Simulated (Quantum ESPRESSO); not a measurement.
A run of Quantum ESPRESSO 7.5:

The input pw.in:

```
&CONTROL
  calculation = 'scf'
  prefix = 'pwscf'
  outdir = './tmp'
  pseudo_dir = './pseudo'
  tprnfor = .true.
  tstress = .true.
  disk_io = 'low'
/
&SYSTEM
  ibrav = 0
  celldm(1) = 8
  nat = 2
  ntyp = 2
  ecutwfc = 80
  nbnd = 15
  occupations = 'smearing'
  smearing = 'fd'
  degauss = 0.00146997
/
&ELECTRONS
  conv_thr = 4d-10
  electron_maxstep = 120
  mixing_beta = 0.5
/
ATOMIC_SPECIES
Ga    69.7230 Ga.upf
P     30.9738 P.upf
CELL_PARAMETERS alat
  0.0032187350757   0.6437470151420   0.6437470151420
  0.6437470151420   0.0032187350757   0.6437470151420
  0.6469657502178   0.6469657502178   0.0000000000000
ATOMIC_POSITIONS crystal
Ga     0.0000000000    0.0000000000    0.0000000000
P      0.2500000000    0.2500000000    0.2500000000
K_POINTS automatic
8 8 8 1 1 1
```

File relax.in:

```
&CONTROL
  calculation = 'relax'
  prefix = 'pwscf'
  outdir = './tmp'
  pseudo_dir = './pseudo'
  tprnfor = .true.
  tstress = .true.
  disk_io = 'low'
  nstep = 40
  forc_conv_thr = 0.0001
  etot_conv_thr = 1d-06
/
&SYSTEM
  ibrav = 0
  celldm(1) = 8
  nat = 2
  ntyp = 2
  ecutwfc = 80
  nbnd = 15
  occupations = 'smearing'
  smearing = 'fd'
  degauss = 0.00146997
/
&ELECTRONS
  conv_thr = 4d-10
  electron_maxstep = 120
  mixing_beta = 0.5
/
&IONS
  ion_dynamics = 'bfgs'
/
ATOMIC_SPECIES
Ga    69.7230 Ga.upf
P     30.9738 P.upf
CELL_PARAMETERS alat
  0.0032187350757   0.6437470151420   0.6437470151420
  0.6437470151420   0.0032187350757   0.6437470151420
  0.6469657502178   0.6469657502178   0.0000000000000
ATOMIC_POSITIONS crystal
Ga     0.0000000000    0.0000000000    0.0000000000
P      0.2500000000    0.2500000000    0.2500000000
K_POINTS automatic
8 8 8 1 1 1
```

gamma.in

```
&CONTROL
  calculation = 'bands'
  prefix = 'pwscf'
  outdir = './tmp'
  pseudo_dir = './pseudo'
  disk_io = 'low'
  verbosity = 'high'
/
&SYSTEM
  ibrav = 0
  celldm(1) = 8
  nat = 2
  ntyp = 2
  ecutwfc = 80
  nbnd = 15
  occupations = 'smearing'
  smearing = 'fd'
  degauss = 0.00146997
/
&ELECTRONS
  conv_thr = 1d-08
  electron_maxstep = 120
  mixing_beta = 0.5
  diago_full_acc = .true.
  startingwfc = 'random'
/
ATOMIC_SPECIES
Ga    69.7230 Ga.upf
P     30.9738 P.upf
CELL_PARAMETERS alat
  0.0032187350757   0.6437470151420   0.6437470151420
  0.6437470151420   0.0032187350757   0.6437470151420
  0.6469657502178   0.6469657502178  -0.0000000000000
ATOMIC_POSITIONS crystal
Ga     0.0007188117    0.0007188117   -0.0007188117
P      0.2492811883    0.2492811883    0.2507188117
K_POINTS crystal
1
0.0 0.0 0.0 1
```

File scf2.in:

```
&CONTROL
  calculation = 'scf'
  prefix = 'pwscf'
  outdir = './tmp'
  pseudo_dir = './pseudo'
  tprnfor = .true.
  tstress = .true.
  disk_io = 'low'
/
&SYSTEM
  ibrav = 0
  celldm(1) = 8
  nat = 2
  ntyp = 2
  ecutwfc = 80
  nbnd = 15
  occupations = 'fixed'
/
&ELECTRONS
  conv_thr = 1d-13
  electron_maxstep = 120
  mixing_beta = 0.5
  startingpot = 'file'
/
ATOMIC_SPECIES
Ga    69.7230 Ga.upf
P     30.9738 P.upf
CELL_PARAMETERS alat
  0.0032187350757   0.6437470151420   0.6437470151420
  0.6437470151420   0.0032187350757   0.6437470151420
  0.6469657502178   0.6469657502178  -0.0000000000000
ATOMIC_POSITIONS crystal
Ga     0.0007188117    0.0007188117   -0.0007188117
P      0.2492811883    0.2492811883    0.2507188117
K_POINTS automatic
8 8 8 1 1 1
```

The input ph.in:

```
dielectric of GaP
&INPUTPH
  prefix = 'pwscf'
  outdir = './tmp'
  tr2_ph = 1d-18
  fildyn = 'dyn'
  niter_ph = 90
  alpha_mix(1) = 0.7
  epsil = .true.
  trans = .false.
  zeu = .true.
/
0.0000000000 0.0000000000 0.0000000000
```

Potentials or basis: PseudoDojo 0.4.1 SR PBE standard.

The run is started by

```console
$ OMP_NUM_THREADS=1 pw.x -in pw.in > pw.out
$ OMP_NUM_THREADS=1 pw.x -in relax.in > relax.out
$ OMP_NUM_THREADS=1 pw.x -in gamma.in > gamma.out
$ OMP_NUM_THREADS=1 pw.x -in scf2.in > scf2.out
$ OMP_NUM_THREADS=1 ph.x -in ph.in > ph.out
```

Hardware: 1 thread of AMD EPYC 7R43 64-Core Processor (Zen 3), on a shared host.

Problem. How long does it take, and how much memory?

Solution. Wall time 27 min on 1 thread of AMD EPYC 7R43 64-Core Processor (Zen 3), on a shared host, peak memory 0.17 GiB. Counts: scf iterations 33, k pools 1, bands 15, ion steps 4, k points 144, g dense 26425.
